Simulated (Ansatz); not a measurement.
# Ti2Zn: how the settings move a single-point run

Question: which choices in the input matter for Ti2Zn?

Computed with Ansatz 0.2.0 (reference: DFT, LDA, norm-conserving pseudopotentials, Ansatz's default files, scalar-relativistic, unless a step's input says otherwise).

5 further runs of the same task are left out: 5 that didn't finish.

## (1) The starting structure

It takes space group I4/mmm (No. 139, tetragonal). Conventional cell: a = 3.021 Å, b = 3.021 Å, c = 10.584 Å, α = 90.00°, β = 90.00°, γ = 90.00°. Ti (site symmetry 4mm) is surrounded by 4 Zn at 2.75 Å and 8 Ti at 2.81 to 3.02 Å. Zn (site symmetry 4/mmm) has 8 Ti at 2.75 Å and 4 Zn at 3.02 Å as nearest neighbours.

Structure file:

```
Ti Zn
1.0
    -1.51051    1.51051    5.29217
     1.51051   -1.51051    5.29217
     1.51051    1.51051   -5.29217
Ti Zn
2 1
Direct
  0.66374 0.66374 0.00000
  0.33626 0.33626 0.00000
  0.00000 0.00000 0.00000
```

## (2) Baseline

File input.yaml:

```yaml
crystal:
  lattice:
    - [-1.51051266, 1.51051266, 5.292171]
    - [1.51051266, -1.51051266, 5.292171]
    - [1.51051266, 1.51051266, -5.292171]
  atoms:
    - { symbol: Ti, position: [0.66373998, 0.66373998, 0.0] }
    - { symbol: Ti, position: [0.33626002, 0.33626002, 0.0] }
    - { symbol: Zn, position: [0.0, 0.0, 0.0] }
kpoints:
  mp_grid: { grid: [14, 14, 14] }
scf:
  occupations: { method: fermi_dirac, width: 0.05 }
hamiltonian:
  xc: lda
  pseudopotentials: { kind: nc }
output:
  forces: true
  stress: true
  eigenvalues: true
  populations: true
```

Command:

```console
> ansatz run input.yaml --threads 1 --pin off --max-ram 3072MiB --backend cpu --events-out ev --progress --plain --runs-dir out
```

## (3) Variant: chi_scale 0.3

input.yaml, as its differences from that of step 2:

```diff
@@ -13,2 +13,3 @@
   occupations: { method: fermi_dirac, width: 0.05 }
+  initial_density: { chi_scale: 0.3 }
 hamiltonian:
```

Before running it: what results should come out? Wanted: for each run, ending; energy change; pressure; gap; force.

As calculated:

| run | ending | energy change | pressure (GPa) | gap (eV) | force (eV/Å) | cycles | time |
| --- | --- | --- | --- | --- | --- | --- | --- |
| reference | converged | 0 | -7.3 | 0.00 | 0.05 | 9 | 58 s |
| 1: chi_scale 0.3 | converged | 0.0 meV/atom | -7.3 | 0.00 | 0.05 | 10 | 61 s |

Residual by cycle in the longest SCF loop of each run; runs are numbered as in the table. The quantity is the density residual dr2, in eV.

| cycle | reference | run 1 |
| --- | --- | --- |
| 1 | 7.86 | 21.3 |
| 2 | 1.68 | 2.52 |
| 3 | 0.542 | 1.14 |
| 4 | 0.00834 | 0.0537 |
| 5 | 6.9e-4 | 9.4e-4 |
| 6 | 5.4e-5 | 9.7e-5 |
| 7 | 2.0e-6 | 2.3e-5 |
| 8 | 1.2e-7 | 2.7e-6 |
| 9 | 4.0e-9 | 1.3e-7 |
| 10 | - | 1.9e-9 |

**Reading.** With the changed start the energy agrees within 0.5 meV/atom. Cost: 10 SCF cycles against 9.
